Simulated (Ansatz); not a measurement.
**HfO+ (octet): the correlation ladder, def2-TZVPP**

One table from this session's results is given with a row withheld; the runs are named, their logs left out.

Method: def2-TZVPP, core rule «outside noble gas», up to 5 orbitals frozen; program: Ansatz 0.2.0, Gaussian basis.

The runs, in order: UHF; ROHF; CCSD(T) on UHF.

**What is computed**

The geometry is a PBE0/def2-TZVP stationary point (not a proven minimum) of the parent state, kept for this charge and spin. No spin-orbit coupling is included. Elements past krypton take def2 core potentials.

2 atoms, charge 1, spin multiplicity 8.

Atoms are counted from 1 here; the program's logs count them from 0.

Bond lengths: Hf1–O2 2.580 Å.

As a file:

```xyz
2

Hf    0.0000    0.0000    0.0000
O     0.0000    0.0000    2.5802
```

The first run:

The input, in.yaml:

```yaml
crystal:
  periodic: [false, false, false]
  atoms:
    - {symbol: Hf, position_ang: [0.000000, 0.000000, 0.000000]}
    - {symbol: O, position_ang: [0.000000, 0.000000, 2.580200]}
basis:
  gaussian: {orbitals: def2-TZVPP}
total_charge: 1
magnetization: {spin_polarized: true, initial_magnetization: 7}
hamiltonian: {xc: hf}
output: {orbitals: {seedname: orbitals}}
```

Run with:

```bash
> ansatz run in.yaml --threads 1 --pin off --events-out ev --progress --plain --max-ram 4096MiB --backend cpu
```

Among the steps run: UHF; ROHF; CCSD(T) on UHF.

One table of the session follows, with a row left open; its other results are not shown here.

```
  method  from UCCSD(T) (kJ/mol)
    ROHF                  +424.4
     UHF                  +400.3
    UMP2                       ?
   UCCSD                    +7.0
UCCSD(T)                       0
```

Estimate the missing values for UMP2.

As computed: from UCCSD(T) (kJ/mol): +69.0. In the column «from UCCSD(T) (kJ/mol)» it lies between UCCSD (+7.0) and UHF (+400.3).
